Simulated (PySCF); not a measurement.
# CH5ClSn: the cost of one run

Computed with PySCF 2.14.0 and routines of our own; the level stands in each step. Atoms count from 0.

### 1 The system as given

8 atoms, charge 0, multiplicity 1; geometry from: GFN2-xTB.

### 2 Geometry optimisation at PBE0-D3(BJ)/def2-SVP

What the job is given:

```
{"job": {"xc": "PBE0", "basis": "def2-SVP", "d3": "d3bj", "grid": 1, "maxiter": 30, "shake": 0.01, "kind": "geom"}, "charge": 0, "multiplicity": 1}
Cl    -1.823300     1.157720     0.813520
C     -1.116030    -0.151120    -0.099130
Sn     1.037580    -0.006690    -0.021110
H     -1.435300    -1.069720     0.338160
H     -1.479100    -0.089140    -1.126820
H      1.765210    -1.245560    -0.860660
H      1.544310     1.440490    -0.658580
H      1.561760    -0.055130     1.562160
```

The run is started by

```bash
OMP_NUM_THREADS=1 python heavy_run.py task.json out
```

One launch serves the whole session: the jobs run in the order shown.

Q: Estimate the wall time and peak memory of this first job on 1 thread of Arm Neoverse V2, shared host.

About 14 s, with a peak of 0.36 GiB.
